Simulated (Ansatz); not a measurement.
# ClF2H2NZr: the cost of one run

All numbers below are computed with Ansatz 0.2.0 (RKS LDA/def2-SVP).

## Step 1: Starting point

Bond lengths: Zr1–N2 2.210 Å, N2–H3 1.060 Å, N2–H4 1.060 Å, Zr1–F5 1.980 Å, Zr1–F6 1.979 Å, Zr1–Cl7 2.518 Å. Angles: Zr1–N2–H3 120.0°, Zr1–N2–H4 120.0°, H3–N2–H4 120.0°, N2–Zr1–F5 109.4°, N2–Zr1–F6 109.5°, N2–Zr1–Cl7 109.5°, F5–Zr1–F6 109.5°, F5–Zr1–Cl7 109.5°, F6–Zr1–Cl7 109.5°.

Structure file:

```xyz
7

Zr    0.0000    0.0000    0.0000
N     0.0000    0.0000    2.2100
H    -0.8770   -0.2713    2.7400
H     0.8770    0.2713    2.7400
F     1.8671    0.0000   -0.6593
F    -0.9326    1.6157   -0.6593
Cl   -1.1869   -2.0563   -0.8392
```

## Step 2: Relaxing the start

Input file input.yaml:

```yaml
crystal:
  periodic: [false, false, false]
  atoms:
    - { symbol: Zr, position_ang: [0.0, 0.0, 0.0] }
    - { symbol: "N", position_ang: [0.0, 0.0, 2.21] }
    - { symbol: H, position_ang: [-0.877, -0.2713, 2.74] }
    - { symbol: H, position_ang: [0.877, 0.2713, 2.74] }
    - { symbol: F, position_ang: [1.8671, 0.0, -0.6593] }
    - { symbol: F, position_ang: [-0.9326, 1.6157, -0.6593] }
    - { symbol: Cl, position_ang: [-1.1869, -2.0563, -0.8392] }
basis:
  gaussian: { orbitals: def2-SVP }
hamiltonian:
  xc: lda
relax:
  f_tol: 0.02
  max_steps: 40
```

On the command line:

```console
> ansatz run input.yaml --threads 2 --pin off --max-ram 3072MiB --backend cpu --events-out ev --progress --plain --runs-dir out
```

Q: Estimate wall time and peak memory on 2 threads of Arm Neoverse V2, shared host.

About 15 s, with a peak of 0.15 GiB.
